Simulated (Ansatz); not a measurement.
**GeCl(OiPr)3 (C₉H₂₁ClGeO₃): geometry, orbitals and charge**

What does GeCl(OiPr)3 (C₉H₂₁ClGeO₃) look like as a singlet, and where do its frontier electrons sit?

Program: Ansatz 0.2.0, Gaussian basis. Level of theory: RKS PBE0-D4/def2-TZVP. These are calculated values, not measurements.

Levels to be run: relaxation at r2SCAN-D4/def2-SVP; a single point at PBE0-D4/def2-TZVP.

## Step 1: Where the work starts

35 atoms, charge 0, spin multiplicity 1.

Atoms are counted from 1 here; the program's logs count them from 0.

Bond lengths: Ge1–Cl2 2.099 Å, Ge1–O3 1.760 Å, Ge1–O14 1.735 Å, Ge1–O25 1.738 Å, O3–C4 1.424 Å, C4–C5 1.525 Å, C4–C6 1.523 Å, C4–H7 1.099 Å, C5–H8 1.087 Å, C5–H9 1.086 Å, C5–H10 1.087 Å, C6–H11 1.089 Å, C6–H12 1.087 Å, C6–H13 1.087 Å, O14–C15 1.429 Å, C15–C16 1.525 Å, C15–C17 1.523 Å, C15–H18 1.098 Å and more. Angles: Cl2–Ge1–O3 108.4°, Cl2–Ge1–O14 114.1°, Cl2–Ge1–O25 104.8°, O3–Ge1–O14 107.7°, O3–Ge1–O25 115.8°, O14–Ge1–O25 106.3°, Ge1–O3–C4 127.8°, O3–C4–C5 106.5°, O3–C4–C6 110.9°, O3–C4–H7 109.2°, C5–C4–C6 111.7°, C5–C4–H7 109.4°, C6–C4–H7 109.1°, C4–C5–H8 109.8°, C4–C5–H9 110.0°, C4–C5–H10 110.0°, H8–C5–H9 109.3°, H8–C5–H10 108.7° and more.

Coordinates:

```
Ge   -0.37520   -0.28355    1.03716
Cl   -0.46025   -0.87587    3.04919
O     1.31650   -0.14549    0.56993
C     2.38060   -1.04366    0.86891
C     3.67624   -0.29403    0.57695
C     2.26616   -2.31682    0.04047
H     2.34365   -1.30516    1.93559
H     3.71132   -0.01642   -0.47355
H     4.53040   -0.92348    0.81039
H     3.72619    0.61051    1.17746
H     1.31901   -2.80780    0.25753
H     2.29989   -2.07219   -1.01859
H     3.08201   -2.99376    0.27964
O    -1.13649    1.24242    0.71549
C    -0.69319    2.55887    1.04960
C    -1.93184    3.44777    1.05753
C     0.34318    3.04070    0.04297
H    -0.24535    2.55004    2.05198
H    -2.38934    3.44869    0.07139
H    -1.65793    4.46406    1.32711
H    -2.65577    3.07020    1.77484
H     1.18278    2.34984    0.02964
H    -0.09690    3.07619   -0.95095
H     0.69642    4.03178    0.31540
O    -1.29989   -1.48121    0.18281
C    -1.97643   -1.30997   -1.06497
C    -2.88517   -2.52197   -1.23298
C    -0.97750   -1.18608   -2.20831
H    -2.58404   -0.39809   -1.01638
H    -2.28675   -3.42865   -1.26747
H    -3.45727   -2.43308   -2.15250
H    -3.56876   -2.59045   -0.39158
H    -0.32854   -0.33036   -2.02955
H    -0.36638   -2.08449   -2.26404
H    -1.50134   -1.04846   -3.15108
```

The start is a GFN2-xTB geometry.

## Step 2: Optimising with r2SCAN-D4/def2-SVP

in.yaml reads:

```yaml
crystal:
  periodic: [false, false, false]
  atoms:
    - {symbol: Ge, position_ang: [-0.375200, -0.283550, 1.037160]}
    - {symbol: Cl, position_ang: [-0.460250, -0.875870, 3.049190]}
    - {symbol: O, position_ang: [1.316500, -0.145490, 0.569930]}
    - {symbol: C, position_ang: [2.380600, -1.043660, 0.868910]}
    - {symbol: C, position_ang: [3.676240, -0.294030, 0.576950]}
    - {symbol: C, position_ang: [2.266160, -2.316820, 0.040470]}
    - {symbol: H, position_ang: [2.343650, -1.305160, 1.935590]}
    - {symbol: H, position_ang: [3.711320, -0.016420, -0.473550]}
    - {symbol: H, position_ang: [4.530400, -0.923480, 0.810390]}
    - {symbol: H, position_ang: [3.726190, 0.610510, 1.177460]}
    - {symbol: H, position_ang: [1.319010, -2.807800, 0.257530]}
    - {symbol: H, position_ang: [2.299890, -2.072190, -1.018590]}
    - {symbol: H, position_ang: [3.082010, -2.993760, 0.279640]}
    - {symbol: O, position_ang: [-1.136490, 1.242420, 0.715490]}
    - {symbol: C, position_ang: [-0.693190, 2.558870, 1.049600]}
    - {symbol: C, position_ang: [-1.931840, 3.447770, 1.057530]}
    - {symbol: C, position_ang: [0.343180, 3.040700, 0.042970]}
    - {symbol: H, position_ang: [-0.245350, 2.550040, 2.051980]}
    - {symbol: H, position_ang: [-2.389340, 3.448690, 0.071390]}
    - {symbol: H, position_ang: [-1.657930, 4.464060, 1.327110]}
    - {symbol: H, position_ang: [-2.655770, 3.070200, 1.774840]}
    - {symbol: H, position_ang: [1.182780, 2.349840, 0.029640]}
    - {symbol: H, position_ang: [-0.096900, 3.076190, -0.950950]}
    - {symbol: H, position_ang: [0.696420, 4.031780, 0.315400]}
    - {symbol: O, position_ang: [-1.299890, -1.481210, 0.182810]}
    - {symbol: C, position_ang: [-1.976430, -1.309970, -1.064970]}
    - {symbol: C, position_ang: [-2.885170, -2.521970, -1.232980]}
    - {symbol: C, position_ang: [-0.977500, -1.186080, -2.208310]}
    - {symbol: H, position_ang: [-2.584040, -0.398090, -1.016380]}
    - {symbol: H, position_ang: [-2.286750, -3.428650, -1.267470]}
    - {symbol: H, position_ang: [-3.457270, -2.433080, -2.152500]}
    - {symbol: H, position_ang: [-3.568760, -2.590450, -0.391580]}
    - {symbol: H, position_ang: [-0.328540, -0.330360, -2.029550]}
    - {symbol: H, position_ang: [-0.366380, -2.084490, -2.264040]}
    - {symbol: H, position_ang: [-1.501340, -1.048460, -3.151080]}
basis:
  gaussian: {orbitals: def2-SVP}
hamiltonian: {xc: r2scan, dispersion: d4}
scf: {lower_state_search: "off"}
output: {orbitals: {seedname: orbitals}}
relax: {f_tol: 0.03, max_steps: 70}
```

Started as:

```sh
$ ansatz run in.yaml --threads 2 --pin off --events-out ev --progress --plain --max-ram 32768MiB --backend cuda --devices 0, --max-vram 18GiB
```

Further steps of the session: Single point, PBE0-D4/def2-TZVP.

**Question.** What will the summary of the whole plan be? Wanted: point group; commonest bond, hydrogen aside; HOMO, LUMO at PBE0-D4/def2-TZVP; dipole at r2SCAN-D4/def2-SVP.

As calculated:

```
                       quantity                          value
                    point group                             C1
 commonest bond, hydrogen aside  C–C, 6 of mean length 1.519 Å
HOMO, LUMO at PBE0-D4/def2-TZVP                -8.02, -0.19 eV
   dipole at r2SCAN-D4/def2-SVP                         1.74 D
```

What this shows: The molecule keeps its bonding pattern by the stored test; the atoms moved 0.13 Å (rms). No usable vibrations, so a minimum isn't proven. The HOMO lies nearest to O25 40 %; O3 22 % and the LUMO to Ge1 28 %; Cl2 24 %. The point group is read from a loosely relaxed geometry; soft torsions can leave it below the true symmetry.
